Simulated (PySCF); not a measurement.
# MgPb: bond curves at several levels of theory

An exercise on one series of results from a longer session: the logs are not shown, and one member is left open.

The runs use PySCF 2.14.0; Mg def2-SVP, Pb def2-SVP with ECP60, scalar-relativistic core potentials.

Set-up of the first run:

A driver script around PySCF takes these settings:

- atoms: Mg, Pb
- charge: 0
- basis: Mg def2-SVP, Pb def2-SVP with ECP60
- Hamiltonian: scalar-relativistic core potentials
- basis functions: 44
- electrons treated: 34
- masses in u: 23.9850, 207.9766
- levels: PBE0, PBE, r²SCAN, B3LYP, M06-2X, r²SCAN0, CAM-B3LYP, HF, MP2, SCS-MP2, CCSD, CCSD(T)
- grid: 80 radial by 434 angular points
- occupations: held fixed by the projection of orbital angular momentum
- dissociation limit: Mg + Pb, each in its ground configuration
- starting distance in angstrom: 2.750
- values of 2S to try: 0, 2

Launch:

```bash
> OMP_NUM_THREADS=1 python dia.py task.json out
```

Among the steps run: Input; The PBE0 curve of the state that the search chose; Higher solutions at PBE0; PBE; r²SCAN (meta-GGA); B3LYP; M06-2X (hybrid meta-GGA); r²SCAN0 (hybrid meta-GGA); CAM-B3LYP; ROHF (mean field); MP2 and coupled cluster.

One table of the session follows, with a row left open; its other results are not shown here.

It belongs to the step «The curves together». Energy (eV) from each level's lowest point:

| R (Å) | ROHF | ROHF-MP2 | ROHF-SCS-MP2 | ROHF-CCSD | ROHF-CCSD(T) |
| --- | --- | --- | --- | --- | --- |
| 2.442 | 0.670 | 0.449 | 0.495 | n/a | n/a |
| 2.555 | 0.383 | 0.198 | 0.233 | 0.255 | 0.236 |
| 2.669 | ? | ? | ? | ? | ? |
| 2.754 | 0.118 | 0.015 | 0.029 | 0.036 | 0.025 |
| 2.839 | 0.062 | 0.000 | 0.003 | 0.006 | 0.000 |
| 2.924 | 0.027 | 0.008 | 0.000 | 0.000 | 0.000 |
| 3.038 | 0.005 | 0.041 | 0.019 | 0.019 | 0.026 |
| 3.180 | 0.000 | 0.102 | 0.063 | 0.067 | 0.085 |
| 3.350 | 0.012 | 0.184 | 0.127 | 0.139 | 0.169 |
| 3.577 | 0.038 | 0.287 | 0.209 | n/a | n/a |

**Question.** Estimate the row for R (Å) = 2.669.

Worked estimate for «ROHF». A straight line through the neighbours (2.555, 0.383) and (2.754, 0.118) gives 0.383 + (0.118 − 0.383) × (2.669 − 2.555) / (2.754 − 2.555) = 0.231; a parabola fitted to 4 rows on both sides gives 0.197.

The run gave: ROHF: 0.203; ROHF-MP2: 0.063; ROHF-SCS-MP2: 0.086; ROHF-CCSD: 0.099; ROHF-CCSD(T): 0.085. In «ROHF» the line misses by +0.028 and the parabola by -0.006.
